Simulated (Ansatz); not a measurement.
# Zn3GeN: the cost of one run

Method: DFT PBE, scalar-relativistic, plane waves, PAW, in Ansatz 0.2.0.

## 1. The starting structure

It takes space group P4/mmm (No. 123, tetragonal). The conventional cell has a = 3.596 Å, b = 3.596 Å, c = 6.605 Å, α = 90.00°, β = 90.00°, γ = 90.00°. Around Zn (site symmetry 4mm) lie 1 Ge at 1.97 Å. Zn (site symmetry 4/mmm) has 4 Ge at 2.54 Å and 8 Zn at 3.21 Å and 2 N at 3.30 Å as nearest neighbours. Ge (site symmetry 4/mmm) has 2 Zn at 1.97 Å as nearest neighbours. N (site symmetry 4/mmm) has 10 Zn at 2.87 to 3.30 Å as nearest neighbours.

As a file:

```
CELL_PARAMETERS angstrom
3.59640 0.00000 0.00000
0.00000 3.59640 0.00000
0.00000 0.00000 6.60514
ATOMIC_POSITIONS crystal
Zn 0.50000 0.50000 0.70242
Zn 0.50000 0.50000 0.29758
Zn 0.00000 0.00000 0.00000
Ge 0.50000 0.50000 0.00000
N 0.00000 0.00000 0.50000
```

A structure generator made this guess: random cell by space group and Wyckoff sites (P4/mmm, No. 123). Lengths come from tabulated atomic sizes and are only a guess.

## 2. A first look at the guess

File input.yaml:

```yaml
crystal:
  lattice:
    - [3.59639921, 0.0, 0.0]
    - [0.0, 3.59639921, 0.0]
    - [0.0, 0.0, 6.60514075]
  atoms:
    - { symbol: Zn, position: [0.5, 0.5, 0.70241683] }
    - { symbol: Zn, position: [0.5, 0.5, 0.29758317] }
    - { symbol: Zn, position: [0.0, 0.0, 0.0] }
    - { symbol: Ge, position: [0.5, 0.5, 0.0] }
    - { symbol: "N", position: [0.0, 0.0, 0.5] }
basis:
  ecutwfc: 420
kpoints:
  mp_grid: { grid: [6, 6, 4] }
hamiltonian:
  xc: pbe
scf:
  occupations: { method: gaussian, width: 0.1 }
  lower_state_search: "off"
output:
  forces: true
  stress: true
  eigenvalues: true
```

The run is started by

```bash
> ansatz run input.yaml --threads 1 --pin off --max-ram 2560MiB --backend cpu --events-out ev --progress --plain --runs-dir out
```

**Question.** How long does this run take on 1 thread of Intel Xeon at 2.70GHz, shared host, and how much memory does it need?

About 6.7 s, with a peak of 0.41 GiB.
